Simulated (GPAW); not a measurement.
# AlIn in GPAW: convergence with density grid spacing (A)

Crystal: AlIn.

```xyz
2
Lattice="3.0541 0.0000 0.0000 -1.5271 2.6450 0.0000 0.0000 0.0000 5.8280" Properties=species:S:1:pos:R:3 pbc="T T T"
Al    0.0000    0.0000    0.0000
In    0.0000    0.0000    2.9140
```

The cell was built by a generator and needn't be a form met in nature.

- Program: GPAW 26.7.0
- Task: convergence study
- Functional: r2SCAN
- Potentials or basis: GPAW PAW data sets (gpaw-data 1.2.1)
- Cutoff: 600 eV
- Basis: pw
- Grid spacing: 0.24 Å
- k mesh: 8 × 8 × 4
- Occupations: fermi-dirac, width 0.05 eV
- Spin: no spin polarisation

These are the settings of the first run; the series varies density grid spacing (A), with any setting tied to it.

Hardware: 1 thread of Arm Neoverse V1 (shared host).

| density grid spacing (A) | energy less the tightest run, at zero smearing (meV/atom) | SCF cycles | CPU time (s) | peak memory (GiB) |
| --- | --- | --- | --- | --- |
| 0.24 | -0.21 | 13 | 28 | 0.27 |
| 0.2 | 0.19 | 13 | 36 | 0.27 |
| 0.17 | 0.14 | 13 | 65 | 0.28 |
| 0.15 | 0.08 | 13 | 91 | 0.29 |
| 0.13 | 0.05 | 13 | 120 | 0.3 |
| 0.11 | 0.02 | 13 | 190 | 0.33 |
| 0.09 | 0.00 | 13 | 420 | 0.41 |

Against the tightest run, the energy stays within 1 meV/atom from 0.24 on. The tightest run that finished is the yardstick and may itself not be fully converged.
